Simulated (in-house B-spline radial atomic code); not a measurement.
# Tm¹³⁺: excited configurations in jj coupling

Wanted: excitation energies of Tm¹³⁺ as differences of total energies (ΔSCF).

Method: Dirac-Hartree-Fock, average of configuration, Fermi nucleus, basis-set limit. Code: in-house B-spline radial atomic code version 1.

**1. What is computed**

| Quantity | Value |
| --- | --- |
| element | thulium (Z = 69) |
| charge | +13 |
| electrons | 56 |
| configuration | 1s2 2s2 2p6 3s2 3p6 3d10 4s2 4p6 4d10 4f-6 4f+3 5s1 |
| Hamiltonian | Dirac-Coulomb |
| nucleus | Fermi, rms radius 5.226 fm |

In configurations, a minus sign after the shell means j = l − 1/2 and a plus sign j = l + 1/2; the count of electrons follows.

The run's settings:

```ini
Z = 69
electrons = 56.0
configuration = 1s2 2s2 2p6 3s2 3p6 3d10 4s2 4p6 4d10 4f-6 4f+3 5s1
hamiltonian = dirac
method = hf
spin_polarised = False
nucleus = fermi
rms_radius = 5.2256
mass_number = 169
atomic_mass = 168.934218956
speed_of_light = 137.035999084
```

From the earlier run of the reference: total energy -13521.029661 hartree. Levels, eight at most:

```csv
orbital,occupation,energy (eV),<r> (bohr)
4s1/2,2,-753.62,0.4948
4p1/2,2,-665.58,0.5026
4p3/2,4,-612.61,0.5305
4d3/2,4,-468.76,0.5492
4d5/2,6,-451.35,0.5598
5s1/2,1,-280.76,1.056
4f5/2,6,-274.54,0.6076
4f7/2,3,-270.46,0.6152
```

**2. Run with 1s2 2s2 2p6 3s2 3p6 3d10 4s2 4p6 4d10 4f-5 4f+3 5s1 9p-1**

The run's settings:

```ini
Z = 69
electrons = 56.0
configuration = 1s2 2s2 2p6 3s2 3p6 3d10 4s2 4p6 4d10 4f-5 4f+3 5s1 9p-1
hamiltonian = dirac
method = hf
spin_polarised = False
nucleus = fermi
rms_radius = 5.2256
mass_number = 169
atomic_mass = 168.934218956
speed_of_light = 137.035999084
```

**3. 1s2 2s2 2p6 3s2 3p6 3d10 4s2 4p6 4d10 4f-4 4f+5 5s1**

Settings: those of step 2 with these lines changed.

```diff
@@ -2,3 +2,3 @@
 electrons = 56.0
-configuration = 1s2 2s2 2p6 3s2 3p6 3d10 4s2 4p6 4d10 4f-5 4f+3 5s1 9p-1
+configuration = 1s2 2s2 2p6 3s2 3p6 3d10 4s2 4p6 4d10 4f-4 4f+5 5s1
 hamiltonian = dirac
```

**4. Run with 1s2 2s2 2p6 3s2 3p6 3d10 4s2 4p6 4d10 4f-3 4f+6 5s1**

Settings: those of step 3 with these lines changed.

```diff
@@ -2,3 +2,3 @@
 electrons = 56.0
-configuration = 1s2 2s2 2p6 3s2 3p6 3d10 4s2 4p6 4d10 4f-4 4f+5 5s1
+configuration = 1s2 2s2 2p6 3s2 3p6 3d10 4s2 4p6 4d10 4f-3 4f+6 5s1
 hamiltonian = dirac
```

Q: How far above the reference does each configuration lie (order and size, in eV)?

**Answer**, as computed:

| net move | configuration | energy above the reference (eV) | with Breit, QED, recoil (eV) | largest <r> (bohr) |
| --- | --- | --- | --- | --- |
| 2×4f5/2 → 2×4f7/2 | 1s2 2s2 2p6 3s2 3p6 3d10 4s2 4p6 4d10 4f-4 4f+5 5s1 | 5.582 | 5.405 | 1.06 |
| 3×4f5/2 → 3×4f7/2 | 1s2 2s2 2p6 3s2 3p6 3d10 4s2 4p6 4d10 4f-3 4f+6 5s1 | 6.657 | 6.418 | 1.06 |
| 4f5/2 → 9p1/2 | 1s2 2s2 2p6 3s2 3p6 3d10 4s2 4p6 4d10 4f-5 4f+3 5s1 9p-1 | 221.48 | 221.55 | 5.71 |

**Reading.** The lowest of them is 2×4f5/2 → 2×4f7/2 at 5.582 eV and the highest 4f5/2 → 9p1/2 at 221.48 eV. These are averages over configurations, without correlation, not spectroscopic levels.
